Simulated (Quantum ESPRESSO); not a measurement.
Runs of Quantum ESPRESSO 7.5 on Ta. The cell holds a slab with vacuum, 5 atoms: a = 2.860 Å, b = 2.860 Å, c = 24.341 Å, α = 90.00°, β = 90.00°, γ = 109.47°. The slab is cut from a database's or a generator's crystal, which needn't be the stable form of the element.

```tsv
smearing	gap on the mesh (eV)	largest force (eV/Å)	work function (eV)
methfessel-paxton 0.1 eV	none	0.53	4.81
methfessel-paxton 0.2 eV	none	0.51	(a)
methfessel-paxton 0.025 eV	none	0.53	4.80
methfessel-paxton 0.05 eV	none	0.54	4.80
methfessel-paxton 0.01 eV	none	0.53	4.81
```

Alike in all rows: task work function; level PBE; potentials or basis PseudoDojo 0.4.1 SR PBE standard; no spin polarisation; cell as given; k mesh 10 × 10 × 1; cutoff (eV) 789.

Task: Estimate the missing entries.

Result: (a) 4.82.

A k mesh can miss the band edges, and the runs leave out spin-orbit coupling on Ta.

A gap of «none» marks a metal or a gap under the smearing width.
